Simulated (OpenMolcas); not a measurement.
# Eu³⁺ among point charges: CASSCF levels and susceptibility

How does a field of 8 point charges split the states of Eu³⁺, and what χT follows?

Program: OpenMolcas 26.06. Level of theory: state-averaged CASSCF, spin-orbit coupling by RASSI with atomic mean-field integrals. These are calculated values, not measurements, unless marked.

### Step 1. Starting point

| Item | Value |
| --- | --- |
| Species | Eu³⁺ (europium, Z = 63, 60 electrons) |
| Basis | ANO-RCC-VDZP [7s6p4d2f1g], 68 functions |
| Scalar Hamiltonian | DKH2, point nucleus |
| Inactive shells | 1s 2s 2p 3s 3p 3d 4s 4p 4d 5s 5p |
| Active space | 6 electrons in 7 orbitals (4f) |
| Some configurations of this space | 4f⁶ |
| Orbitals | optimised for the highest spin of each parity, averaged over all roots |

The outer shells:

4f6
```
4f [↑ ][↑ ][↑ ][↑ ][↑ ][↑ ][  ]
```

The ion sits among 8 point charges of -0.5 e arranged as a hexagonal bipyramid (D6h), 2.62 Å from the ion, with the axial distance 2.646 Å.

The work runs as a chain of OpenMolcas steps in one folder; each step below is one input file. Labels, J, g values, rates, χT and fits are worked out afterwards by a script from the matrices that RASSI stores. The input lists half of the charges; inversion (Group=XYZ) makes the rest.

### Step 2. One- and two-electron integrals

a.inp reads:

```
&GATEWAY
Coord
1

Eu 0.0 0.0 0.0
Basis=ANO-RCC-VDZP
Group=XYZ
NoMove
AngMom=0.0 0.0 0.0
AMFI
XField
4 Angstrom 0
2.620000 0.000000 0.000000 -0.500000
1.310000 2.268987 0.000000 -0.500000
1.310000 -2.268987 0.000000 -0.500000
0.000000 0.000000 2.646200 -0.500000
&SEWARD
```

The run is started by

```sh
$ OMP_NUM_THREADS=1 MOLCAS_MEM=2252 MOLCAS_PROJECT=a pymolcas a.inp > a.log
```

### Step 3. Reference wave functions, septets of even parity, 7 roots

a.inp reads:

```
&RASSCF
FileOrb=start.orb
Symmetry=1
Spin=7
nActEl=6 0 0
Inactive=15 12
Ras2=0 7
CIRoot=7 7 1
SDav=7
CIMx=300
Iter=120 100
PrWF=0.3
OrbListing=Nothing
MaxOrb=0
>>> COPY $Project.JobIph JOB001
```

start.orb holds the contracted functions of the basis, ordered by shell, or the orbitals of the step before.

### Step 4. Reference wave functions, quintets of even parity, 140 roots

a.inp reads:

```
&RASSCF
FileOrb=start.orb
Symmetry=1
Spin=5
nActEl=6 0 0
Inactive=15 12
Ras2=0 7
CIRoot=140 140 1
SDav=140
CIMx=300
Iter=120 100
PrWF=0.3
OrbListing=Nothing
MaxOrb=0
CIOnly
>>> COPY $Project.JobIph JOB002
```

### Step 5. CASSCF: triplets of even parity, 162 roots

a.inp reads:

```
&RASSCF
FileOrb=start.orb
Symmetry=1
Spin=3
nActEl=6 0 0
Inactive=15 12
Ras2=0 7
CIRoot=162 162 1
SDav=588
CIMx=300
Iter=120 100
PrWF=0.3
OrbListing=Nothing
MaxOrb=0
CIOnly
>>> COPY $Project.JobIph JOB003
```

### Step 6. State interaction with spin-orbit coupling

a.inp reads:

```
&RASSI
NrOfJobIphs=3 7 77 3
1 2 3 4 5 6 7
1 2 3 4 5 6 7 8 9 10 11 12 13 14 15 16 17 18 19 20 21 22 23 24 25 26 27
28 29 30 31 32 33 34 35 36 37 38 39 40 41 42 43 44 45 46 47 48 49 50 51
52 53 54 55 56 57 58 59 60 61 62 63 64 65 66 67 68 69 70 71 72 73 74 75
76 77
1 2 3
IphNames
JOB001
JOB002
JOB003
EJob
SpinOrbit
DIPRint=1.0
SOCoupling=1000.0
Subsets=2
Property=9
'ANGMOM' 1 'ANGMOM' 2 'ANGMOM' 3 'MLTPL  1' 1 'MLTPL  1' 2 'MLTPL  1' 3
'AMFI' 1 'AMFI' 2 'AMFI' 3
SOProperty=3
'ANGMOM' 1 'ANGMOM' 2 'ANGMOM' 3
```

**Question.** What will these runs give? Wanted: spin-free ground state; first state of the same spin within the active space; lowest level; next level.

As calculated:

```
                                            quantity                               value
                                              method                              CASSCF
                              spin-free ground state  septet, 1-fold in its orbital part
first state of the same spin within the active space                 septet at 30.1 cm⁻¹
                                        lowest level                              1-fold
                                          next level                          273.2 cm⁻¹
                                         χT at 300 K                      1.32 cm³ K/mol
                           effective moment at 300 K                             3.25 μB
```

In words: The spin-free ground state (septet) comes to 100 % from free-ion F terms and keeps the highest spin of the shell. The quintets, triplets rest on orbitals optimised for another spin in at least one step, which raises them against the optimised states. Not all states of the active space went into the spin-orbit step. High states of lower spin are left out of the spin-orbit mixing, and CASSCF puts spin-flip levels too high. Point charges carry no covalency, so the field is a model and not that of real ligands.
